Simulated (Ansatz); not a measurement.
**BClH4O2Si: basis-set convergence**

One table from this session's results is given with a row withheld; the runs are named, their logs left out.

Computed with Ansatz 0.2.0, Gaussian basis. Level: one geometry, several basis sets.

The runs, in order: PBE0-D4/def2-SVP; ωB97M-V/def2-SVP; PBE0-D4/def2-QZVPP; ωB97M-V/def2-QZVPP; the functionals' def2-TZVPP values are taken from earlier runs.

## The relaxed structure

The geometry comes from an earlier relaxation with PBE0-D4 in a triple-zeta def2 set; it is a stationary point, not always the lowest conformer.

SMILES `OB(Cl)O[SiH3]`, 9 atoms, charge 0, spin multiplicity 1.

Atoms are counted from 1 here; the program's logs count them from 0.

Bond lengths: O1–B2 1.356 Å, O1–H6 0.960 Å, B2–Cl3 1.775 Å, B2–O4 1.343 Å, O4–Si5 1.659 Å, Si5–H7 1.480 Å, Si5–H8 1.483 Å, Si5–H9 1.483 Å. Angles: B2–O1–H6 113.7°, O1–B2–Cl3 120.2°, O1–B2–O4 120.7°, Cl3–B2–O4 119.1°, B2–O4–Si5 131.7°, O4–Si5–H7 106.2°, O4–Si5–H8 110.0°, O4–Si5–H9 110.0°, H7–Si5–H8 110.2°, H7–Si5–H9 110.3°, H8–Si5–H9 110.1°.

The first run:

in.yaml

```yaml
crystal:
  periodic: [false, false, false]
  atoms:
    - {symbol: O, position_ang: [-1.488844, 0.491114, 0.723104]}
    - {symbol: B, position_ang: [-0.230047, 0.993200, 0.686034]}
    - {symbol: Cl, position_ang: [0.150735, 2.510624, 1.524862]}
    - {symbol: O, position_ang: [0.744522, 0.354718, 0.017872]}
    - {symbol: Si, position_ang: [0.741010, -1.054418, -0.858048]}
    - {symbol: H, position_ang: [-2.103899, 1.027573, 1.228082]}
    - {symbol: H, position_ang: [2.126179, -1.242952, -1.344074]}
    - {symbol: H, position_ang: [-0.193316, -0.936441, -2.003719]}
    - {symbol: H, position_ang: [0.342160, -2.189717, 0.008788]}
basis:
  gaussian: {orbitals: def2-SVP}
hamiltonian: {xc: pbe0, dispersion: d4}
output: {orbitals: {seedname: orbitals}}
```

Steps of the session up to this table: PBE0-D4 in def2-SVP; ωB97M-V in def2-SVP; PBE0-D4 in def2-QZVPP; ωB97M-V in def2-QZVPP.

One of the session's tables, all rows but one given; the rest of the session is left out.

It belongs to the step «Density functionals: the series». 

```
functional       basis  HOMO (eV)  LUMO (eV)
   PBE0-D4    def2-SVP      -8.88       0.63
   PBE0-D4  def2-TZVPP      -9.10       0.02
   PBE0-D4  def2-QZVPP      -9.14      -0.15
   ωB97M-V    def2-SVP     -11.16       2.52
   ωB97M-V  def2-TZVPP          ?          ?
   ωB97M-V  def2-QZVPP     -11.47       1.21
```

Estimate the missing values for ωB97M-V, def2-TZVPP.

**Answer.** HOMO (eV): -11.43; LUMO (eV): 1.60. In the column «HOMO (eV)» it lies between ωB97M-V, def2-QZVPP (-11.47) and ωB97M-V, def2-SVP (-11.16).
